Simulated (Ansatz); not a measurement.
Task: a rigid scan of one bond length of BFH₂IN, SMILES NB(F)I, with Ansatz 0.2.0 through its Python package. Give the script and its output. Use (for the species named): r2scan0, def2-SVP basis, multiplicity 1.

| atom | x (Å) | y (Å) | z (Å) |
| --- | --- | --- | --- |
| N | -0.1733 | 0.8728 | 0.1852 |
| B | 0.0174 | -0.5474 | -0.1645 |
| F | 1.1737 | -1.2127 | 0.3068 |
| I | -1.3614 | -1.6325 | -1.3950 |
| H | 0.6072 | 1.4452 | -0.1925 |
| H | -0.2214 | 1.0106 | 1.2137 |

Script `bfh2in_scan.py`:
```python
'''Stretching a bond of BFH2IN, the rest held rigid.'''

import warnings

import ansatz
import numpy as np


def main() -> None:
    warnings.simplefilter('ignore', ansatz.DeckWarning)

    geometry_ang = [
        ('N', [-0.1733, 0.8728, 0.1852]),
        ('B', [0.0174, -0.5474, -0.1645]),
        ('F', [1.1737, -1.2127, 0.3068]),
        ('I', [-1.3614, -1.6325, -1.395]),
        ('H', [0.6072, 1.4452, -0.1925]),
        ('H', [-0.2214, 1.0106, 1.2137]),
    ]
    molecule = ansatz.Crystal.molecule()
    for symbol, xyz in geometry_ang:
        molecule = molecule.atom(symbol, xyz)

    symbols = [site.symbol for site in molecule.cartesian_sites]
    start = np.array([site.position_ang for site in molecule.cartesian_sites])
    axis = (start[5] - start[0]) / np.linalg.norm(start[5] - start[0])
    moving = [5]
    lengths, energies = [0.88, 0.96, 1.04, 1.14, 1.3, 1.56, 1.87, 2.29], []
    for length in lengths:
        xyz = start.copy()
        xyz[moving] += (length - np.linalg.norm(start[5] - start[0])) * axis
        point = ansatz.Crystal.molecule()
        for symbol, place in zip(symbols, xyz):
            point = point.atom(symbol, place.tolist())
        job = (
            point.calculation()
            .basis(gaussian='def2-SVP')
            .functional('r2scan0')
        )
        r = job.run().report
        energies.append(r['free_energy_ev'])
        print(f'r = {length:6.3f} A  E = {energies[-1]:.5f} eV  <S^2> = {abs(r["mean_field"]["state"]["spin_squared"]):.3f}')

    print('energy above the lowest point (eV):', [round(e - min(energies), 3) for e in energies])


if __name__ == '__main__':
    main()
```

Output of `python bfh2in_scan.py`:
```text
r =  0.880 A  E = -13014.31930 eV  <S^2> = 0.000
r =  0.960 A  E = -13014.80723 eV  <S^2> = 0.000
r =  1.040 A  E = -13014.87138 eV  <S^2> = 0.000
r =  1.140 A  E = -13014.60513 eV  <S^2> = 0.000
r =  1.300 A  E = -13013.80208 eV  <S^2> = 0.000
r =  1.560 A  E = -13012.28741 eV  <S^2> = 0.000
r =  1.870 A  E = -13010.74556 eV  <S^2> = 0.000
r =  2.290 A  E = -13009.31956 eV  <S^2> = 0.000
energy above the lowest point (eV): [0.552, 0.064, 0.0, 0.266, 1.069, 2.584, 4.126, 5.552]
```

Total energies depend on the basis set; only differences at equal settings carry meaning. The rest of the molecule is held rigid at a force-field or estimated start geometry, and the basis set is modest; single-reference methods fail as a bond breaks. def2 sets replace the cores of elements past krypton by effective core potentials. The orbitals are restricted, so S² is zero by construction. Toward dissociation an unrestricted state can lie under the restricted one, by tenths of an eV for polar bonds under a functional and by 1 to 2 eV or more for others. Timing: 18 s on 1 thread of Intel(R) Xeon(R) Processor @ 2.30GHz, on a shared host, peak memory 0.28 GiB.
